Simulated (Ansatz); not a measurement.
# Ti: the cost of one run

Computed with Ansatz 0.2.0 (DFT PBEsol, scalar-relativistic, plane waves, PAW, unless a step's input says otherwise).

11 further runs of the same task are left out: 2 that didn't finish, 9 set aside as unsound or not needed.

## Step 1: The structure to begin with

The structure is hexagonal, space group P6_3/mmc (No. 194). The conventional cell has a = 2.900 Å, b = 2.900 Å, c = 4.591 Å, α = 90.00°, β = 90.00°, γ = 120.00°. Ti (site symmetry -6m2) has 12 Ti at 2.84 to 2.90 Å as nearest neighbours.

Coordinates:

```xyz
2
Lattice="2.9002 0.0000 0.0000 -1.4501 2.5116 0.0000 0.0000 0.0000 4.5908" Properties=species:S:1:pos:R:3 pbc="T T T"
Ti    0.0000    1.6744    1.1477
Ti    1.4501    0.8372    3.4431
```

It is the result of an earlier relaxation at this level (volume 16.72 Å³/atom; gap on the mesh: none (metal)).

## Step 4: The grid

The energy is mapped over two normal modes frozen in (zone-centre modes of the cell shown).

The axes are (1) amplitude of mode 4 (125 cm⁻¹), largest displacement: 7 values from −0.234 Å; (2) amplitude of mode 6 (195 cm⁻¹), largest displacement: 7 values from −0.149 Å.

Nothing else is relaxed (the cell and all other modes fixed). Energies count from the relaxed high-symmetry cell. Points are written as (first, second).

Displacement patterns for an amplitude of 1 (Å):

```csv
atom,x1,y1,z1,x2,y2,z2
Ti1,1.000,0.000,0.000,0.000,0.000,1.000
Ti2,-1.000,0.000,0.000,0.000,0.000,-1.000
```

(The set-up runs are not shown.)

## Step 5: Grid point (−0.234 Å, −0.149 Å)

input.yaml

```yaml
crystal:
  lattice:
    - [2.9001878204, 0.0, 0.0]
    - [-1.4500939102, 2.5116363282, 0.0]
    - [0.0, 0.0, 4.5908109184]
  atoms:
    - { symbol: Ti, position: [0.2526489037, 0.6666666667, 0.2175438604] }
    - { symbol: Ti, position: [0.7473510963, 0.3333333333, 0.7824561396] }
basis:
  ecutwfc: 520.0
kpoints:
  mp_grid: { grid: [18, 18, 10] }
hamiltonian:
  xc: pbesol
  pseudopotentials: { kind: paw, azcp: { folder: soft_1 } }
scf:
  occupations: { method: gaussian, width: 0.15 }
output:
  forces: true
  stress: true
  eigenvalues: true
```

Run with:

```console
ansatz run input.yaml --threads 1 --pin off --max-ram 2048MiB --backend cpu --events-out ev --progress --plain --runs-dir out
```

What time and memory should one allow on 1 thread of Arm Neoverse N1, shared host?

About 1.7 min, with a peak of 1.1 GiB.
